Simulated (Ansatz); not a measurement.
# CoHO (triplet): the correlation ladder, def2-QZVPP

The task here is to estimate one member of a computed series from the others.

Method: def2-QZVPP, core rule «outside noble gas», up to 10 orbitals frozen; program: Ansatz 0.2.0, Gaussian basis.

The runs, in order: UHF; ROHF; CCSD(T) on UHF.

2 further runs of the same task are left out: 2 set aside as unsound or not needed. Runs told in other sessions of the task aren't counted.

## What is computed

The geometry is a PBE0/def2-TZVP stationary point (not a proven minimum).

3 atoms, charge 0, spin multiplicity 3.

Atoms are counted from 1 here; the program's logs count them from 0.

Bond lengths: Co1–O2 1.569 Å, Co1–H3 1.489 Å. Angles: O2–Co1–H3 104.4°.

Set-up of the first run:

Input file in.yaml:

```yaml
crystal:
  periodic: [false, false, false]
  atoms:
    - {symbol: Co, position_ang: [0.000000, -0.043234, 0.323378]}
    - {symbol: O, position_ang: [0.000000, 0.073109, -1.241595]}
    - {symbol: H, position_ang: [0.000000, 1.367368, 0.800755]}
basis:
  gaussian: {orbitals: "def2-QZVPP.json"}
magnetization: {spin_polarized: true, initial_magnetization: 2}
hamiltonian: {xc: hf}
output: {orbitals: {seedname: orbitals}}
```

Launch:

```console
ansatz run in.yaml --threads 1 --pin off --events-out ev --progress --plain --max-ram 4096MiB --backend cpu
```

Steps of the session up to this table: UHF; ROHF; CCSD(T) on UHF.

One table of the session follows, with a row left open; its other results are not shown here.

It belongs to the step «Misses and costs». 

```
  method  from UCCSD(T) (kcal/mol)
    ROHF                   +429.70
     UHF                   +381.49
    UMP2                         ?
   UCCSD                    +23.00
UCCSD(T)                         0
```

**Question.** Estimate the row for UMP2.

**Answer.** from UCCSD(T) (kcal/mol): +47.74. In the column «from UCCSD(T) (kcal/mol)» it lies between UCCSD (+23.00) and UHF (+381.49).

Caveats from the session: The determinant of HF (⟨S²⟩ 2.93) is far from a pure spin state, so its energy mixes those of several spin states; that is harmless only where they are near-degenerate. The determinant of CCSD(T) (⟨S²⟩ 2.93) is far from a pure spin state, so its energy mixes those of several spin states; high orders of coupled cluster remove much of that, low ones don't.
